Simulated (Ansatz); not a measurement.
# Cl2H2MoO3: up Jacob's ladder to CCSD(T)

An exercise on one series of results from a longer session: the logs are not shown, and one member is left open.

Program: Ansatz 0.2.0, Gaussian basis. Level of theory: functionals in def2-TZVPP, the program's frozen cores in correlated methods. These are calculated values, not measurements.

Plan: PBE-D4, r2SCAN-D4, PBE0-D4, B3LYP-D4, ωB97X-V, ωB97M-V, B2PLYP; CCSD(T)/def2-TZVPP; MP2/def2-QZVPP; extrapolation to the limit.

## The relaxed structure

An earlier PBE0-D4 in a triple-zeta def2 set relaxation fixed the geometry. Mo takes the def2 core potential; no spin-orbit term is included.

8 atoms, charge 0, spin multiplicity 1.

Atoms are counted from 1 here; the program's logs count them from 0.

Bond lengths: O1–Mo2 1.647 Å, Mo2–O3 1.853 Å, Mo2–O4 1.853 Å, Mo2–Cl5 2.392 Å, Mo2–Cl6 2.261 Å, O3–H7 0.963 Å, O4–H8 0.963 Å. Angles: O1–Mo2–O3 100.3°, O1–Mo2–O4 100.3°, O1–Mo2–Cl5 115.0°, O1–Mo2–Cl6 108.5°, O3–Mo2–O4 154.5°, O3–Mo2–Cl5 78.9°, O3–Mo2–Cl6 93.8°, O4–Mo2–Cl5 78.9°, O4–Mo2–Cl6 93.8°, Cl5–Mo2–Cl6 136.5°, Mo2–O3–H7 124.4°, Mo2–O4–H8 124.4°.

Coordinates:

```
atom    x (Å)    y (Å)    z (Å)
  O1  -1.2914   1.3589  -0.7096
 Mo2  -0.3448   0.0905  -0.2529
  O3  -1.1299  -0.3415   1.3696
  O4   1.0825   0.3068  -1.4154
 Cl5   1.4145   0.6385   1.2726
 Cl6  -1.0974  -1.7754  -1.2854
  H7  -0.6413  -0.5271   2.1779
  H8   2.0079   0.2494  -1.1569
```

The first run:

The input, in.yaml:

```yaml
crystal:
  periodic: [false, false, false]
  atoms:
    - {symbol: O, position_ang: [-1.291380, 1.358859, -0.709567]}
    - {symbol: Mo, position_ang: [-0.344804, 0.090489, -0.252857]}
    - {symbol: O, position_ang: [-1.129908, -0.341502, 1.369587]}
    - {symbol: O, position_ang: [1.082463, 0.306790, -1.415350]}
    - {symbol: Cl, position_ang: [1.414454, 0.638508, 1.272577]}
    - {symbol: Cl, position_ang: [-1.097423, -1.775412, -1.285439]}
    - {symbol: H, position_ang: [-0.641327, -0.527138, 2.177910]}
    - {symbol: H, position_ang: [2.007915, 0.249416, -1.156860]}
basis:
  gaussian: {orbitals: def2-TZVPP}
hamiltonian: {xc: pbe, dispersion: d4}
output: {forces: true, orbitals: {seedname: orbitals}}
```

The run is started by

```bash
$ ansatz run in.yaml --threads 2 --pin off --events-out ev --progress --plain --max-ram 32768MiB --backend cpu
```

Steps of the session up to this table: PBE-D4 (GGA); r2SCAN-D4 (meta-GGA); PBE0-D4 (hybrid); B3LYP-D4 (hybrid); ωB97X-V (range-separated); ωB97M-V (range-separated); B2PLYP (double hybrid).

One of the session's tables, all rows but one given; the rest of the session is left out.

```
functional  HOMO (eV)  LUMO (eV)  gap (eV)
    PBE-D4      -7.38      -4.66      2.71
 r2SCAN-D4      -7.74      -4.73      3.01
   PBE0-D4      -8.84      -4.04      4.80
  B3LYP-D4          ?          ?         ?
   ωB97X-V     -11.27      -1.96      9.31
   ωB97M-V     -11.12      -1.95      9.17
```

Estimate the missing values for B3LYP-D4.

The run gave: HOMO (eV): -8.56; LUMO (eV): -4.24; gap (eV): 4.32. In the column «HOMO (eV)» it lies between PBE0-D4 (-8.84) and r2SCAN-D4 (-7.74).
